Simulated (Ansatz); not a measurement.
Geometry optimisation, DFT PBE, scalar-relativistic, plane waves, PAW (Ansatz 0.2.0).

The input (input.yaml):

```yaml
crystal:
  lattice:
    - [8.46, 0.0, 0.0]
    - [0.0, 8.46, 0.0]
    - [0.0, 0.0, 8.46]
  atoms:
    - { symbol: Na, position: [0.0, 0.0, 0.0] }
    - { symbol: Na, position: [0.5, 0.0, 0.0] }
    - { symbol: Na, position: [0.0, 0.5, 0.0] }
    - { symbol: Na, position: [0.0, 0.0, 0.5] }
    - { symbol: Na, position: [0.25, 0.25, 0.25] }
    - { symbol: Na, position: [0.5, 0.5, 0.0] }
    - { symbol: Na, position: [0.5, 0.0, 0.5] }
    - { symbol: Na, position: [0.75, 0.25, 0.25] }
    - { symbol: Na, position: [0.0, 0.5, 0.5] }
    - { symbol: Na, position: [0.25, 0.75, 0.25] }
    - { symbol: Na, position: [0.25, 0.25, 0.75] }
    - { symbol: Na, position: [0.5, 0.5, 0.5] }
    - { symbol: Na, position: [0.75, 0.75, 0.25] }
    - { symbol: Na, position: [0.75, 0.25, 0.75] }
    - { symbol: Na, position: [0.25, 0.75, 0.75] }
    - { symbol: Na, position: [0.75, 0.75, 0.75] }
    - { symbol: F, position: [0.0044224, 0.2579557, 0.3710478] }
basis:
  ecutwfc: 420.0
kpoints:
  mp_grid: { grid: [2, 2, 2] }
hamiltonian:
  xc: pbe
scf:
  occupations: { method: gaussian, width: 0.15 }
  lower_state_search: "off"
relax:
  f_tol: 0.03
  max_steps: 60
  adjacent_minimum: "off"
```

Run as:

```bash
$ ansatz run input.yaml --threads 4 --pin off --max-ram 10240MiB --backend cpu --events-out ev --progress --plain --runs-dir out
```

Question: Where does it end, and by what steps?

Answer: The run converged. The force dipped under the threshold on the way, but the program's further checks kept it going. Limits of this set-up: odd electron count without spin, a small cell, in which the defect meets its images, a typed lattice constant that wasn't relaxed here. After 5 steps the energy has fallen by 0.117 eV; Na3 moved furthest, 0.27 Å.

```
step  energy less start (eV)  largest force component (eV/Å)  accepted
   0                  0.0000                           0.272       yes
   1                 -0.0553                           0.187       yes
   2                 -0.0920                           0.133       yes
   3                 -0.1160                           0.019       yes
   4                 -0.1160                           0.019       yes
   5                 -0.1174                           0.009       yes
```

```xyz
17
Lattice="8.4600 0.0000 0.0000 0.0000 8.4600 0.0000 0.0000 0.0000 8.4600" Properties=species:S:1:pos:R:3
Na 0.003 -0.153 -0.218
Na 4.232 -0.135 0.113
Na 0.003 4.393 -0.219
Na 0.002 0.196 4.304
Na 1.926 2.120 2.040
Na 4.232 4.372 0.114
Na 4.232 0.097 4.175
Na 6.538 2.119 2.038
Na 0.003 4.041 4.299
Na 2.024 6.348 2.170
Na 2.274 2.120 6.561
Na 4.232 4.141 4.174
Na 6.440 6.348 2.169
Na 6.192 2.120 6.561
Na 2.251 6.348 6.224
Na 6.213 6.348 6.225
F 0.002 2.118 3.169
```

Whether the end is a true minimum wasn't checked by a vibrational analysis.

Time of the run: 23 s on 4 threads of Arm Neoverse V1, with other jobs on the host, peak memory 1.4 GiB.
